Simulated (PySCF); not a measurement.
# BH6NO3Si: the cost of one run

Computed with PySCF 2.14.0, with density-fitted response routines of our own, on a single molecule in the gas phase. Atoms count from 0, in the outputs and in this text.

### Step 1. The starting structure

12 atoms, charge 0, multiplicity 1; geometry from: GFN2-xTB. The atoms were then displaced at random by about 0.01 Å, so the start is not that level's minimum.

Bonds of the start (Å): N0–Si1 1.69, Si1–O2 1.61, O2–B3 1.38, B3–O4 1.37, B3–O5 1.33, N0–H6 1.03, N0–H7 1.01, Si1–H8 1.47, Si1–H9 1.46, O4–H10 0.95, O5–H11 0.96.

### Step 2. Geometry optimisation at PBE0-D3(BJ)/def2-SVP

Job settings and geometry (Å):

```
{"job": {"xc": "PBE0", "basis": "def2-SVP", "d3": "d3bj", "grid": 1, "shake": 0.01, "kind": "geom"}, "charge": 0, "multiplicity": 1}
N     -1.889010     0.381920     0.652720
Si    -1.132900    -0.995540     0.028860
O      0.461040    -0.755230     0.021250
B      1.404680     0.246280    -0.029680
O      0.966030     1.534060    -0.163570
O      2.707770    -0.004130     0.037570
H     -1.457900     1.293430     0.465810
H     -2.896320     0.497650     0.635800
H     -1.304580    -2.078830     1.004590
H     -1.453380    -1.365200    -1.344130
H      1.695520     2.150360    -0.167900
H      2.938720    -0.933020     0.143810
```

Run with:

```
OMP_NUM_THREADS=1 python probes_run.py task.json out
```

The driver reads the jobs from task.json and runs them one after another.

**Question.** How long does this first job take on 1 thread of Arm Neoverse V2, shared host, and how much memory does it need?

About 2.4 min, with a peak of 0.49 GiB.
